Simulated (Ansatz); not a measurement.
The system is HPbNO4.

```
H Pb N O
1.0
     3.85404    0.14384    0.09012
    -0.25320    5.52698    0.16471
    -0.48197   -1.92720    5.72025
H Pb N O
1 1 1 4
Direct
  0.10913 0.65718 0.54463
  0.61029 0.52127 0.15100
  0.91580 0.96263 0.95867
  0.01384 0.13639 0.88084
  0.72398 0.01057 0.12858
  0.00389 0.73732 0.87043
  0.11927 0.59324 0.37651
```

The cell was built by a generator and needn't be a form met in nature.

```yaml
Program: Ansatz 0.2.0
Task: relaxation of cell and atoms
Functional: PBE
Dispersion: D3(BJ)-ATM
Potentials_or_basis: Ansatz PAW
Cutoff: "420 eV (not typed: the program's choice for these potentials)"
k_mesh: 5 × 4 × 4
Occupations: fermi-dirac, width 0.05 eV
Spin: no spin polarisation
```

At the start: volume 17.65 Å³/atom.

Task: Where does the relaxation end?

Result: It ends after 22 steps and the volume is 16.74 Å³/atom (-5.1 %); space group P1 (No. 1, to 0.05 Å).

The path:
| step | energy change (eV) | largest force (eV/Å) | volume (Å³) |
| --- | --- | --- | --- |
| 1 | 0.0000 | 0.0390 | 123.55 |
| 2 | -0.0182 | 0.0876 | 119.59 |
| 3 | -0.0194 | 0.2762 | 119.77 |
| 4 | -0.0214 | 0.1073 | 119.72 |
| 5 | -0.0231 | 0.0738 | 119.47 |
| 6 | -0.0234 | 0.0310 | 119.45 |
| 7 | -0.0236 | 0.0071 | 119.41 |
| 8 | -0.0239 | 0.0195 | 119.32 |
| 9 | -0.0240 | 0.0206 | 119.29 |
| 10 | -0.0241 | 0.0167 | 119.26 |
| 11 | -0.0240 | 0.0062 | 119.31 |
| 12 | -0.0132 | 0.0043 | 119.31 |
| 13 | -0.0182 | 0.0404 | 118.13 |
| 14 | -0.0186 | 0.0233 | 118.04 |
| 15 | -0.0186 | 0.0080 | 118.06 |
| 16 | -0.0147 | 0.0079 | 118.06 |
| 17 | -0.0169 | 0.0240 | 117.58 |
| 18 | -0.0171 | 0.0337 | 117.49 |
| 19 | -0.0172 | 0.0088 | 117.49 |
| 20 | -0.0153 | 0.0088 | 117.49 |
| 21 | -0.0166 | 0.0119 | 117.19 |
| 22 | -0.0155 | 0.0119 | 117.19 |

Final structure:
```yaml
crystal:
  lattice:
    - [3.82078, 0.15621, -0.02008]
    - [-0.23808, 5.50668, 0.20147]
    - [-0.64393, -1.88414, 5.49618]
  atoms:
    - { symbol: H, position: [0.12924, 0.65857, 0.55833] }
    - { symbol: Pb, position: [0.59925, 0.51990, 0.14871] }
    - { symbol: N, position: [0.90970, 0.96398, 0.95396] }
    - { symbol: O, position: [0.99920, 0.13441, 0.86770] }
    - { symbol: O, position: [0.72799, 0.01467, 0.12860] }
    - { symbol: O, position: [0.99694, 0.73762, 0.86895] }
    - { symbol: O, position: [0.13388, 0.58945, 0.38441] }
```

Caveat: the plane-wave basis is chosen anew once the cell has moved, so the energies of steps on either side of that aren't comparable; the pressure holds a Pulay correction of +0.5 GPa for the finite cutoff.
